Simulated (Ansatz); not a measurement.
InSb3 in Ansatz: the effect of functional

InSb3:

```
Sb In
1.0
     4.86962    0.00000    0.00000
     0.00000    4.86962    0.00000
     0.00000    0.00000    4.86962
Sb In
3 1
Direct
  0.50000 0.50000 0.00000
  0.00000 0.50000 0.50000
  0.50000 0.00000 0.50000
  0.00000 0.00000 0.00000
```

The cell comes from a database or a generator and needn't be the stable form of this composition.

The cell isn't the ideal one: volume scaled by 1.04.

Alike in all runs:

| Property | Result |
| --- | --- |
| Program | Ansatz 0.2.0 |
| Task | single point |
| Potentials or basis | Ansatz PAW |
| k mesh | 6 × 6 × 6 |
| Occupations | fermi-dirac, width 0.05 eV |
| Spin | no spin polarisation |

```csv
functional,cutoff,pressure (GPa)
LDA,420 eV (not typed: the program's choice for these potentials),-5.3
r2SCAN,500 eV (not typed: the program's choice for these potentials),-2.4
PBE,420 eV (not typed: the program's choice for these potentials),?
```

Question: What does the run with functional PBE give?

Answer: Pressure -1.7 GPa.

Caveats: the PAW data sets come from PBE, with cores solved anew for the run's functional, which leaves a small shift of forces and pressure (some runs).
